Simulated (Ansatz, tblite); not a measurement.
**The cluster Si₃S₄−: one state, many levels**

The task here is to estimate one member of a computed series from the others.

Program: Ansatz 0.2.0, Gaussian basis. Level of theory: as each input shows. These are calculated values, not measurements.

The runs, in order: GFN1-xTB, GFN2-xTB, PBE-D4/def2-TZVPD, r2SCAN-D4/def2-TZVPD, HF/def2-TZVPD, B3LYP-D4/def2-TZVPD, LDA/def2-TZVPD, HF/STO-3G, MP2/def2-TZVPD, RPA/def2-TZVPD.

2 further runs of the same task are left out: 2 set aside as unsound or not needed.

## The structure

The geometry is that of the doublet, from an earlier relaxation (PBE-D4/def2-SVPD). At that level it is the lowest of the isomers that a small search found.

7 atoms, charge -1, spin multiplicity 2.

Bond lengths: Si1–S4 2.213 Å, Si1–S5 2.310 Å, Si1–S6 2.213 Å, Si1–S7 2.010 Å, Si2–Si3 2.584 Å, Si2–S4 2.213 Å, Si2–S5 2.361 Å, Si3–S5 2.364 Å, Si3–S6 2.213 Å. Angles: S4–Si1–S5 92.6°, S4–Si1–S6 105.4°, S4–Si1–S7 119.9°, S5–Si1–S6 92.6°, S5–Si1–S7 120.2°, S6–Si1–S7 120.0°, Si3–Si2–S4 102.2°, Si3–Si2–S5 56.9°, S4–Si2–S5 91.2°, Si2–Si3–S5 56.8°, Si2–Si3–S6 102.2°, S5–Si3–S6 91.2°, Si1–S4–Si2 87.5°, Si1–S5–Si2 81.8°, Si1–S5–Si3 81.8°, Si2–S5–Si3 66.3°, Si1–S6–Si3 87.5°.

As a file:

```
Si    0.0372    0.8622    0.5021
Si    0.8958   -1.9974   -0.1664
Si   -1.0828   -1.0984   -1.5642
S     0.6874   -0.8647    1.7228
S     1.0024    0.0042   -1.4135
S    -2.0065    0.3624   -0.1829
S     0.4665    2.7316    1.1021
```

The ion is computed in the gas phase, without counter-ions or solvent.

PBE0-D4/def2-TZVPD was run before; its log isn't repeated, and its numbers join the tables.

The first run:

Tight binding, by tblite at 300 K electronic temperature and without a spin-polarisation term:

```python
tblite.interface.Calculator('GFN1-xTB', numbers, positions, charge=-1, uhf=1).singlepoint()
```

Tight binding, by tblite at 300 K electronic temperature and without a spin-polarisation term:

```python
tblite.interface.Calculator('GFN2-xTB', numbers, positions, charge=-1, uhf=1).singlepoint()
```

start.molden holds the orbitals of an earlier run on this state, given as this run's starting guess.

File in.yaml:

```yaml
crystal:
  periodic: [false, false, false]
  atoms:
    - {symbol: Si, position_ang: [0.037165, 0.862229, 0.502102]}
    - {symbol: Si, position_ang: [0.895765, -1.997393, -0.166397]}
    - {symbol: Si, position_ang: [-1.082769, -1.098391, -1.564201]}
    - {symbol: S, position_ang: [0.687437, -0.864714, 1.722763]}
    - {symbol: S, position_ang: [1.002387, 0.004238, -1.413544]}
    - {symbol: S, position_ang: [-2.006491, 0.362442, -0.182868]}
    - {symbol: S, position_ang: [0.466505, 2.731589, 1.102146]}
basis:
  gaussian: {orbitals: def2-TZVPD, initial_orbitals: start.molden}
total_charge: -1
magnetization: {spin_polarized: true, initial_magnetization: 1}
hamiltonian: {xc: pbe, dispersion: d4}
scf: {omitted_lower_state_checks: [starts]}
output: {forces: true, orbitals: {seedname: orbitals}}
```

The run is started by

```bash
$ ansatz run in.yaml --threads 4 --pin off --events-out ev --progress --plain --max-ram 4787MiB
```

Among the steps run: PBE-D4/def2-TZVPD; r2SCAN-D4/def2-TZVPD; HF/def2-TZVPD; B3LYP-D4/def2-TZVPD; LDA/def2-TZVPD; HF/STO-3G; MP2/def2-TZVPD; RPA/def2-TZVPD.

One table of the session follows, with a row left open; its other results are not shown here.

| level | HOMO (eV) | LUMO (eV) | gap (eV) |
| --- | --- | --- | --- |
| HF/STO-3G | 1.11 | 8.77 | 7.65 |
| HF/def2-TZVPD | -4.68 | 3.11 | 7.79 |
| LDA/def2-TZVPD | -1.32 | -0.89 | 0.44 |
| PBE-D4/def2-TZVPD | -1.29 | -0.63 | 0.66 |
| r2SCAN-D4/def2-TZVPD | -1.57 | -0.50 | 1.07 |
| B3LYP-D4/def2-TZVPD | ? | ? | ? |
| PBE0-D4/def2-TZVPD | -2.27 | 0.01 | 2.28 |

Q: Estimate the row for B3LYP-D4/def2-TZVPD from the others.

**Answer.** HOMO (eV): -2.00; LUMO (eV): -0.16; gap (eV): 1.84. In the column «HOMO (eV)» it lies between PBE0-D4/def2-TZVPD (-2.27) and r2SCAN-D4/def2-TZVPD (-1.57).

Caveats from the session: The anion's highest level is positive in at least one run, so there the basis alone may hold the extra electron.
